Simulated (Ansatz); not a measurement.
**H4OSi: interaction energy of a dimer with the counterpoise correction from a Python script**

How strongly do two molecules of H4OSi bind, and how much of that is basis error? A script is to give the interaction energy of a dimer with the counterpoise correction; the system is H4OSi. SMILES: O[SiH3].

Program: the Python package of Ansatz 0.2.0. Level of theory: PBE/def2-SVPD. These are calculated values, not measurements.

## (1) The system

Bond lengths: O1–Si2 1.625 Å, O1–H3 0.952 Å, Si2–H4 1.464 Å, Si2–H5 1.454 Å, Si2–H6 1.464 Å. Angles: O1–Si2–H4 110.3°, O1–Si2–H5 101.6°, O1–Si2–H6 110.3°, H4–Si2–H5 112.8°, H4–Si2–H6 108.8°, H5–Si2–H6 112.9°, Si2–O1–H3 122.3°.

The script holds or builds the structure itself.

## (2) Script

Input file dimer.py:

```python
# -*- coding: utf-8 -*-
'''Binding of a H4OSi dimer at a trial geometry.'''

import ansatz as az

BASIS_SET = 'def2-SVPD'
FUNCTIONAL = 'pbe'

FIRST = [
    ('O', (0.6099, -0.9822, 0.3985)),
    ('Si', (-0.0571, 0.3744, -0.1976)),
    ('H', (0.1066, -1.6224, 0.8918)),
    ('H', (-1.1317, 0.0436, -1.1349)),
    ('H', (1.0841, 1.0, -0.8452)),
    ('H', (-0.6118, 1.1866, 0.8873)),
]
SECOND = [
    ('O', (-2.8805, -1.6988, -0.1038)),
    ('Si', (-1.9747, -2.9998, 0.2533)),
    ('H', (-2.622, -0.8159, 0.1413)),
    ('H', (-0.6536, -2.8858, -0.3669)),
    ('H', (-2.773, -4.075, -0.3125)),
    ('H', (-1.8058, -3.1184, 1.7029)),
]

def energy(atoms, ghosts=()):
    molecule = az.Crystal.molecule()
    for symbol, xyz in atoms:
        molecule = molecule.atom(symbol, xyz)
    calc = (
        molecule.calculation()
        .basis(gaussian=BASIS_SET)
        .functional(FUNCTIONAL)
    )
    deck = calc.input()
    if ghosts:
        deck = deck.set(az.key.basis.gaussian.ghost_atoms, [{'symbol': s, 'position_ang': list(xyz)} for s, xyz in ghosts])
    return az.Session.from_dict(deck).plan().execute().report['free_energy_ev']


def main():
    # monomers in their own basis and in the basis of the dimer
    both = energy(FIRST + SECOND)
    alone = energy(FIRST) + energy(SECOND)
    ghosted = energy(FIRST, SECOND) + energy(SECOND, FIRST)
    print(f'dimer {both:.6f} eV')
    print(f'interaction, uncorrected   {(both - alone):8.3f} eV')
    print(f'interaction, counterpoise  {(both - ghosted):8.3f} eV')
    print(f'basis-set superposition    {(alone - ghosted):8.3f} eV')


if __name__ == '__main__':
    main()
```

## (3) The calls as engine input

The engine receives this input (first run):

```yaml
crystal:
  periodic: [false, false, false]
  atoms:
    - { symbol: O, position_ang: [0.6099, -0.9822, 0.3985] }
    - { symbol: Si, position_ang: [-0.0571, 0.3744, -0.1976] }
    - { symbol: H, position_ang: [0.1066, -1.6224, 0.8918] }
    - { symbol: H, position_ang: [-1.1317, 0.0436, -1.1349] }
    - { symbol: H, position_ang: [1.0841, 1.0, -0.8452] }
    - { symbol: H, position_ang: [-0.6118, 1.1866, 0.8873] }
    - { symbol: O, position_ang: [-2.8805, -1.6988, -0.1038] }
    - { symbol: Si, position_ang: [-1.9747, -2.9998, 0.2533] }
    - { symbol: H, position_ang: [-2.622, -0.8159, 0.1413] }
    - { symbol: H, position_ang: [-0.6536, -2.8858, -0.3669] }
    - { symbol: H, position_ang: [-2.773, -4.075, -0.3125] }
    - { symbol: H, position_ang: [-1.8058, -3.1184, 1.7029] }
basis:
  gaussian:
    orbitals: def2-SVPD
hamiltonian:
  xc: pbe
```

## (4) Running it

Launch:

```
> python dimer.py
```

The log of the run:

```text
dimer -19959.873959 eV
interaction, uncorrected      0.142 eV
interaction, counterpoise     0.193 eV
basis-set superposition       0.052 eV
```

Wall time 14 s (1 thread of Arm Neoverse V1, shared host); peak memory 0.24 GiB.

## (5) Inputs of later runs

The engine's inputs for some of the other runs:

Run 2, against run 1:

```diff
@@ -10,6 +9,0 @@
-    - { symbol: O, position_ang: [-2.8805, -1.6988, -0.1038] }
-    - { symbol: Si, position_ang: [-1.9747, -2.9998, 0.2533] }
-    - { symbol: H, position_ang: [-2.622, -0.8159, 0.1413] }
-    - { symbol: H, position_ang: [-0.6536, -2.8858, -0.3669] }
-    - { symbol: H, position_ang: [-2.773, -4.075, -0.3125] }
-    - { symbol: H, position_ang: [-1.8058, -3.1184, 1.7029] }
```

Run 4, against run 1:

```diff
@@ -10,6 +9,0 @@
-    - { symbol: O, position_ang: [-2.8805, -1.6988, -0.1038] }
-    - { symbol: Si, position_ang: [-1.9747, -2.9998, 0.2533] }
-    - { symbol: H, position_ang: [-2.622, -0.8159, 0.1413] }
-    - { symbol: H, position_ang: [-0.6536, -2.8858, -0.3669] }
-    - { symbol: H, position_ang: [-2.773, -4.075, -0.3125] }
-    - { symbol: H, position_ang: [-1.8058, -3.1184, 1.7029] }
@@ -18,0 +13,7 @@
+    ghost_atoms:
+      - { symbol: O, position_ang: [-2.8805, -1.6988, -0.1038] }
+      - { symbol: Si, position_ang: [-1.9747, -2.9998, 0.2533] }
+      - { symbol: H, position_ang: [-2.622, -0.8159, 0.1413] }
+      - { symbol: H, position_ang: [-0.6536, -2.8858, -0.3669] }
+      - { symbol: H, position_ang: [-2.773, -4.075, -0.3125] }
+      - { symbol: H, position_ang: [-1.8058, -3.1184, 1.7029] }
```

Run 5, against run 1:

```diff
@@ -4,6 +3,0 @@
-    - { symbol: O, position_ang: [0.6099, -0.9822, 0.3985] }
-    - { symbol: Si, position_ang: [-0.0571, 0.3744, -0.1976] }
-    - { symbol: H, position_ang: [0.1066, -1.6224, 0.8918] }
-    - { symbol: H, position_ang: [-1.1317, 0.0436, -1.1349] }
-    - { symbol: H, position_ang: [1.0841, 1.0, -0.8452] }
-    - { symbol: H, position_ang: [-0.6118, 1.1866, 0.8873] }
@@ -18,0 +13,7 @@
+    ghost_atoms:
+      - { symbol: O, position_ang: [0.6099, -0.9822, 0.3985] }
+      - { symbol: Si, position_ang: [-0.0571, 0.3744, -0.1976] }
+      - { symbol: H, position_ang: [0.1066, -1.6224, 0.8918] }
+      - { symbol: H, position_ang: [-1.1317, 0.0436, -1.1349] }
+      - { symbol: H, position_ang: [1.0841, 1.0, -0.8452] }
+      - { symbol: H, position_ang: [-0.6118, 1.1866, 0.8873] }
```

Lines on the test bed's own set-up are left out of the output.

A comment line of the script is reworded here; the code is as run.

## (6) The engine's runs

One row for each of the 5 runs:

| run | system | ghost atoms | energy (eV) | SCF cycles | CPU time (s) |
| --- | --- | --- | --- | --- | --- |
| 1 | H8O2Si2 | not set | -19959.8740 | 15 | 4.5 |
| 2 | H4OSi | not set | -9980.0078 | 14 | 1 |
| 3 | H4OSi | not set | -9980.0078 | 14 | 1 |
| 4 | H4OSi | a list of 6 | -9980.0331 | 14 | 3.5 |
| 5 | H4OSi | a list of 6 | -9980.0340 | 14 | 3.5 |

Totals carry meaning only in balanced differences at one level of theory.

## (7) Summary of results

| quantity | value |
| --- | --- |
| interaction energy, uncorrected | 0.142 eV |
| interaction energy, counterpoise | 0.193 eV |
| runs compared | 5 |

The pair is unbound at this geometry and level. Uncorrected it is 0.142 eV, with the counterpoise correction 0.193 eV; the difference, 0.05 eV, is the superposition error. The pose is repulsive. The dimer is a generated trial pose of unrelaxed monomers, not a minimum, so the figure is no binding energy, and the basis set is small. This level lacks the dispersion part of the attraction (electrostatics and induction are there), which can decide the sign where the interaction is weak.
